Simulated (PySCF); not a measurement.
**CH4GaSe (SMILES [CH3][Ga][SeH]) at UTPSSh/def2-SVP**

Aim: the vertical ionisation energy of CH4GaSe at UTPSSh/def2-SVP, from 2 runs. The job is set up through a Python script.

Program for the calculation: PySCF 2.14.0.

**1. The molecule**

The species is CH4GaSe (7 atoms), meant as a doublet with charge 0. As SMILES, `[CH3][Ga][SeH]`. The coordinates come from a PBE0-D4/def2-TZVP relaxation. This is one conformer, not always the lowest.

Bond lengths: C1–Ga2 1.995 Å, Ga2–Se3 2.367 Å, C1–H4 1.093 Å, C1–H5 1.093 Å, C1–H6 1.089 Å, Se3–H7 1.468 Å. Angles: C1–Ga2–Se3 115.7°, Ga2–C1–H4 108.5°, Ga2–C1–H5 108.5°, Ga2–C1–H6 111.8°, Ga2–Se3–H7 93.4°, H4–C1–H5 108.9°, H4–C1–H6 109.6°, H5–C1–H6 109.6°.

**2. The energy at UTPSSh/def2-SVP**

The input, geometry.xyz:

```xyz
7

C     -1.030500     0.699400    -0.379900
Ga    -0.092300    -0.801800     0.540800
Se     2.267300    -0.809900     0.350500
H     -0.666500     1.642000     0.036200
H     -0.781900     0.662500    -1.443400
H     -2.110600     0.638700    -0.255400
H      2.414600    -2.030900     1.151200
```

The input, calc.py:

```python
from pyscf import gto, dft

mol = gto.Mole()
mol.atom = 'geometry.xyz'
mol.basis = 'def2-svp'
mol.verbose = 4
mol.max_memory = 1860
mol.spin = 1
mol.build()

myscf = dft.UKS(mol, xc='tpssh')
myscf.grids.level = 4
myscf.conv_tol = 1e-10
myscf.kernel()
if not myscf.converged:
    myscf = myscf.newton().run(myscf.mo_coeff, myscf.mo_occ)

e_tot = myscf.e_tot
print('E(%s) = %.9f' % ('TPSSH', e_tot))
```

Started as:

```sh
$ OMP_NUM_THREADS=1 python calc.py
```

Standard output:

```text
PySCF version 2.14.0

[INPUT] num. atoms = 7
[INPUT] num. electrons = 75
[INPUT] charge = 0
[INPUT] spin (= nelec alpha-beta = 2S) = 1
[INPUT] symmetry False subgroup None
[INPUT] Mole.unit = angstrom
[INPUT] Symbol           X                Y                Z      unit          X                Y                Z       unit  Magmom
[INPUT]  1 C     -1.030500000000   0.699400000000  -0.379900000000 AA   -1.947362771364   1.321674451521  -0.717906954722 Bohr   0.0
[INPUT]  2 Ga    -0.092300000000  -0.801800000000   0.540800000000 AA   -0.174421721297  -1.515182406676   1.021963888165 Bohr   0.0
[INPUT]  3 Se     2.267300000000  -0.809900000000   0.350500000000 AA    4.284576042226  -1.530489188285   0.662349006660 Bohr   0.0
[INPUT]  4 H     -0.666500000000   1.642000000000   0.036200000000 AA   -1.259502462023   3.102930296536   0.068408085709 Bohr   0.0
[INPUT]  5 H     -0.781900000000   0.662500000000  -1.443400000000 AA   -1.477576856797   1.251943557524  -2.727630688197 Bohr   0.0
[INPUT]  6 H     -2.110600000000   0.638700000000  -0.255400000000 AA   -3.988455958507   1.206968075760  -0.482636052214 Bohr   0.0
[INPUT]  7 H      2.414600000000  -2.030900000000   1.151200000000 AA    4.562932700375  -3.837844786379   2.175452714599 Bohr   0.0

nuclear repulsion = 375.094853562593
number of shells = 42
number of NR pGTOs = 200
number of NR cGTOs = 98
basis = def2-svp
ecp = {}

******** <class 'pyscf.dft.uks.UKS'> ********
method = UKS
initial guess = minao
damping factor = 0
level_shift factor = 0
DIIS = <class 'pyscf.scf.diis.CDIIS'>
diis_start_cycle = 1
diis_space = 8
diis_damp = 0
SCF conv_tol = 1e-10
SCF conv_tol_grad = None
SCF max_cycles = 50
direct_scf = True
direct_scf_tol = 1e-13
number electrons alpha = 38  beta = 37
XC library pyscf.dft.libxc version 7.0.0
    S. Lehtola, C. Steigemann, M. J.T. Oliveira, and M. A.L. Marques.,  SoftwareX 7, 1–5 (2018)
XC functionals = tpssh
radial grids:
    Treutler-Ahlrichs [JCP 102, 346 (1995); DOI:10.1063/1.469408] (M4) radial grids

becke partition: Becke, JCP 88, 2547 (1988); DOI:10.1063/1.454033
pruning grids: <function nwchem_prune>
grids dens level: 4
symmetrized grids: False
atomic radii adjust function: <function treutler_atomic_radii_adjust>
small_rho_cutoff = 0
Set gradient conv threshold to 1e-05
tot grids = 152008
init E= -4364.8723926385
[... the frontier-level lines of each cycle are left out ...]


cycle= 1 E= -4366.2042760855  delta_E= -1.33  |g|= 0.468  |ddm|= 1.93
cycle= 2 E= -4366.08920307501  delta_E= 0.115  |g|= 0.69  |ddm|=  1.1
cycle= 3 E= -4366.28406219648  delta_E= -0.195  |g|= 0.061  |ddm|= 0.735
cycle= 4 E= -4366.28541513628  delta_E= -0.00135  |g|= 0.0195  |ddm|= 0.0881
cycle= 5 E= -4366.28556860317  delta_E= -0.000153  |g|= 0.0105  |ddm|= 0.043
cycle= 6 E= -4366.28564913442  delta_E= -8.05e-05  |g|= 0.00199  |ddm|= 0.0164
cycle= 7 E= -4366.28565105849  delta_E= -1.92e-06  |g|= 0.000535  |ddm|= 0.00268
cycle= 8 E= -4366.28565128526  delta_E= -2.27e-07  |g|= 0.000173  |ddm|= 0.0011
cycle= 9 E= -4366.28565130901  delta_E= -2.37e-08  |g|= 6.69e-05  |ddm|= 0.000315
cycle= 10 E= -4366.2856513137  delta_E= -4.69e-09  |g|= 2.71e-05  |ddm|= 0.000163
cycle= 11 E= -4366.28565131458  delta_E= -8.77e-10  |g|= 8.66e-06  |ddm|= 7.08e-05
cycle= 12 E= -4366.28565131461  delta_E= -3.46e-11  |g|= 8.54e-06  |ddm|= 2e-05
Extra cycle  E= -4366.28565131458  delta_E= 3e-11  |g|= 1.27e-05  |ddm|= 2.07e-05
converged SCF energy = -4366.28565131458  <S^2> = 0.75308838  2S+1 = 2.003086
E(TPSSH) = -4366.285651315
```

Run time: 60 s. Hardware: 1 thread of Arm Neoverse V2, shared host; peak memory 0.55 GiB.

**3. The singlet cation**

The input, input.py:

```python
from pyscf import gto, dft

system = gto.M(
    atom=[
    ('C', (-1.030500, 0.699400, -0.379900)),
    ('Ga', (-0.092300, -0.801800, 0.540800)),
    ('Se', (2.267300, -0.809900, 0.350500)),
    ('H', (-0.666500, 1.642000, 0.036200)),
    ('H', (-0.781900, 0.662500, -1.443400)),
    ('H', (-2.110600, 0.638700, -0.255400)),
    ('H', (2.414600, -2.030900, 1.151200)),
],
    charge=1,
    max_memory=1860,
    verbose=3,
    spin=0,
    basis='def2-svp',
)

mf = dft.RKS(system)
mf.xc = 'tpssh'
mf.conv_tol = 1e-10
mf.grids.level = 4
mf.kernel()
if not mf.converged:
    mf = mf.newton().run(mf.mo_coeff, mf.mo_occ)

etot = mf.e_tot
print(f'total energy: {etot:.8f} hartree')
```

Started as:

```sh
$ OMP_NUM_THREADS=1 python input.py
```

Standard output:

```text
converged SCF energy = -4366.00982023762
total energy: -4366.00982024 hartree
```

Run time: 29 s. Hardware: 1 thread of Arm Neoverse V2, shared host; peak memory 0.52 GiB.

**4. Results**

At UTPSSh/def2-SVP:

| quantity | value |
| --- | --- |
| doublet CH4GaSe: total energy | -4366.28565 Eh |
| doublet CH4GaSe: dipole moment | 1.39 D |
| doublet CH4GaSe: HOMO energy (highest over α and β) | -5.04 eV |
| doublet CH4GaSe: LUMO energy (lowest over α and β) | -3.06 eV |
| doublet CH4GaSe: ⟨S²⟩ | 0.753 |
| singlet cation: total energy | -4366.00982 Eh |
| singlet cation: HOMO energy | -11.88 eV |
| singlet cation: LUMO energy | -9.85 eV |
| singlet cation: HOMO–LUMO gap | 2.04 eV |
| vertical ionisation energy (to the singlet cation) | 7.506 eV |

**Reading.** Removing an electron at fixed nuclei costs 7.51 eV (173 kcal/mol). Only the singlet of the ionised species was computed; a triplet could lie lower. Mulliken charges (doublet CH4GaSe) run from -0.26 on C1 to +0.24 on Ga2; they depend strongly on the basis.
